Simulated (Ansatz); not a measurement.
I need a rigid scan of one bond length of CH₅NSSi, SMILES NC([SiH3])=S. Use Ansatz's Python interface. Use (for the species named): Hartree-Fock, cc-pVDZ basis, multiplicity 1.

Input file `ch5nssi.xyz`:
```text
9

N    -0.20190    1.37730   -0.62830
C    -0.02530    0.06690   -0.71030
Si    0.12640   -0.98230    0.83170
S     0.17720   -0.66890   -2.19560
H    -0.33970    1.94680   -1.51720
H    -0.33490    1.94400    0.23340
H     1.52520   -1.62380    0.94510
H    -0.85530   -2.01390    0.93810
H     0.01690   -0.09250    2.08600
```

`run_scan.py`
```python
"""Stretching a bond of CH5NSSi, the rest held rigid."""

import ansatz as az
import numpy as np


def main() -> None:
    ch5nssi = az.Crystal.molecule_from_extxyz("ch5nssi.xyz")

    symbols = [site.symbol for site in ch5nssi.cartesian_sites]
    start = np.array([site.position_ang for site in ch5nssi.cartesian_sites])
    axis = (start[8] - start[2]) / np.linalg.norm(start[8] - start[2])
    moving = [8]
    lengths, energies = [1.31, 1.42, 1.54, 1.7, 1.93, 2.31, 2.78, 3.39], []
    for length in lengths:
        xyz = start.copy()
        xyz[moving] += (length - np.linalg.norm(start[8] - start[2])) * axis
        point = az.Crystal.molecule()
        for symbol, place in zip(symbols, xyz):
            point = point.atom(symbol, place.tolist())
        calc = point.calculation()
        calc = calc.basis(gaussian="cc-pVDZ").functional("hf")
        calc = calc.spin("collinear")
        summary = calc.run(threads=1).report
        energies.append(summary["free_energy_ev"])
        print(f"r = {length:6.3f} A  E = {energies[-1]:.5f} eV  <S^2> = {abs(summary['mean_field']['state']['spin_squared']):.3f}")

    print("energy above the lowest point (eV):", [round(e - min(energies), 3) for e in energies])


if __name__ == "__main__":
    main()
```

```console
$ python run_scan.py
r =  1.310 A  E = -21270.05589 eV  <S^2> = 0.000
r =  1.420 A  E = -21270.40993 eV  <S^2> = 0.000
r =  1.540 A  E = -21270.45055 eV  <S^2> = 0.000
r =  1.700 A  E = -21270.17339 eV  <S^2> = 0.000
r =  1.930 A  E = -21269.46280 eV  <S^2> = 0.000
r =  2.310 A  E = -21268.16013 eV  <S^2> = 0.248
r =  2.780 A  E = -21267.46816 eV  <S^2> = 0.775
r =  3.390 A  E = -21267.25907 eV  <S^2> = 0.956
energy above the lowest point (eV): [0.395, 0.041, 0.0, 0.277, 0.988, 2.29, 2.982, 3.191]
```

What to keep in mind:
- Total energies depend on the basis set; only differences at equal settings carry meaning.
- The rest of the molecule is held rigid at a force-field or estimated start geometry, and the basis set is modest; single-reference methods fail as a bond breaks.
- The expectation value of S² is noticeably off S(S+1) in at least one run, so that state is spin-contaminated.
- Hartree-Fock leaves correlation out, so bond, atomisation and ionisation energies come out well too low.
- Run time: 41 s on 1 thread of Arm Neoverse V1 (shared host), peak memory 0.33 GiB.
